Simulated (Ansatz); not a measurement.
# C2H8Ge: the cost of one run

Program: Ansatz 0.2.0. Level of theory: RHF/def2-SVP. These are calculated values, not measurements.

1 further run of the same task is left out (it didn't finish).

## Step 1: The system as given

Bond lengths: Ge1–C2 1.960 Å, C2–H3 1.110 Å, C2–H4 1.110 Å, C2–H5 1.110 Å, Ge1–C6 1.960 Å, C6–H7 1.110 Å, C6–H8 1.110 Å, C6–H9 1.110 Å, Ge1–H10 1.549 Å, Ge1–H11 1.549 Å. Angles (14 of 18 angles, heavy atoms first): C2–Ge1–C6 109.4°, Ge1–C2–H3 109.5°, Ge1–C2–H4 109.5°, Ge1–C2–H5 109.5°, C2–Ge1–H10 109.5°, C2–Ge1–H11 109.5°, C6–Ge1–H10 109.5°, C6–Ge1–H11 109.5°, Ge1–C6–H7 109.5°, Ge1–C6–H8 109.5°, Ge1–C6–H9 109.5°, H3–C2–H4 109.4°, H3–C2–H5 109.4°, H4–C2–H5 109.4°.

Structure file:

```xyz
11

Ge    0.0000    0.0000    0.0000
C     0.0000    0.0000    1.9600
H    -0.9996   -0.3092    2.3305
H     0.7676   -0.7111    2.3305
H     0.2320    1.0203    2.3305
C     1.8483    0.0000   -0.6527
H     2.1960   -1.0463   -0.7809
H     1.8968    0.5276   -1.6281
H     2.5002    0.5187    0.0808
H    -0.7300    1.2648   -0.5162
H    -0.7300   -1.2648   -0.5162
```

## Step 2: Preparing the start

The input, input.yaml:

```yaml
crystal:
  periodic: [false, false, false]
  atoms:
    - { symbol: Ge, position_ang: [0.0, 0.0, 0.0] }
    - { symbol: C, position_ang: [0.0, 0.0, 1.96] }
    - { symbol: H, position_ang: [-0.9996, -0.3092, 2.3305] }
    - { symbol: H, position_ang: [0.7676, -0.7111, 2.3305] }
    - { symbol: H, position_ang: [0.232, 1.0203, 2.3305] }
    - { symbol: C, position_ang: [1.8483, 0.0, -0.6527] }
    - { symbol: H, position_ang: [2.196, -1.0463, -0.7809] }
    - { symbol: H, position_ang: [1.8968, 0.5276, -1.6281] }
    - { symbol: H, position_ang: [2.5002, 0.5187, 0.0808] }
    - { symbol: H, position_ang: [-0.73, 1.2648, -0.5162] }
    - { symbol: H, position_ang: [-0.73, -1.2648, -0.5162] }
basis:
  gaussian: { orbitals: def2-SVP }
hamiltonian:
  xc: hf
relax:
  f_tol: 0.02
  max_steps: 40
```

Started as:

```console
$ ansatz run input.yaml --threads 1 --pin off --max-ram 2048MiB --backend cpu --events-out ev --progress --plain --runs-dir out
```

What time and memory should one allow on 1 thread of Intel Xeon at 2.60GHz (Ice Lake), shared host?

About 28 s, with a peak of 0.21 GiB.
